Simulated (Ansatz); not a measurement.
# Ti: the cost of one run

Method: DFT r2SCAN, scalar-relativistic, plane waves, PAW, in Ansatz 0.2.0.

## Step 1: The starting structure

It takes space group P6_3/mmc (No. 194, hexagonal). Conventional cell: a = 2.950 Å, b = 2.950 Å, c = 4.686 Å, α = 90.00°, β = 90.00°, γ = 120.00°. Around Ti (site symmetry -6m2) lie 12 Ti at 2.90 to 2.95 Å.

Structure file:

```cif
data_structure
_symmetry_space_group_name_H-M 'P 1'
_symmetry_Int_Tables_number 1
_cell_length_a 2.9500
_cell_length_b 2.9500
_cell_length_c 4.6860
_cell_angle_alpha 90.000
_cell_angle_beta 90.000
_cell_angle_gamma 120.000
_cell_volume 35.32
loop_
_atom_site_label
_atom_site_type_symbol
_atom_site_fract_x
_atom_site_fract_y
_atom_site_fract_z
_atom_site_occupancy
Ti1 Ti 0.33333 0.66667 0.25000 1
Ti2 Ti 0.66667 0.33333 0.75000 1
```

The cell is taken as given, not relaxed at this level.

## Step 2: The reference cell

Reference values: F = -5008.7441 eV; pressure -2.26 GPa; largest force 0.000 eV/Å; gap on the mesh none (metal). It was computed beforehand with the settings of the runs below.

## Step 3: Next: biaxial against axial strain

The cell is strained by p along both x and y and by q along z, with fractional coordinates fixed.

## Step 4: At p = -0.030, q = -0.030

input.yaml reads:

```yaml
crystal:
  lattice:
    - [2.8614979246, 0.0, 0.0]
    - [-1.4307489623, 2.4781298956, 0.0]
    - [0.0, 0.0, 4.54542]
  atoms:
    - { symbol: Ti, position: [0.3333333333, 0.6666666667, 0.25] }
    - { symbol: Ti, position: [0.6666666667, 0.3333333333, 0.75] }
basis:
  ecutwfc: 500
kpoints:
  mp_grid: { grid: [18, 18, 10] }
hamiltonian:
  xc: r2scan
scf:
  occupations: { method: gaussian, width: 0.15 }
output:
  forces: true
  stress: true
  eigenvalues: true
  write_density: true
  write_potential: true
  elf: true
  volumetric_format: npy
```

Run with:

```
$ ansatz run input.yaml --threads 1 --pin off --max-ram 2560MiB --backend cpu --events-out ev --progress --plain --runs-dir out
```

What time and memory should one allow on 1 thread of AMD EPYC (Zen 3), shared host?

About 25 s, with a peak of 0.5 GiB.
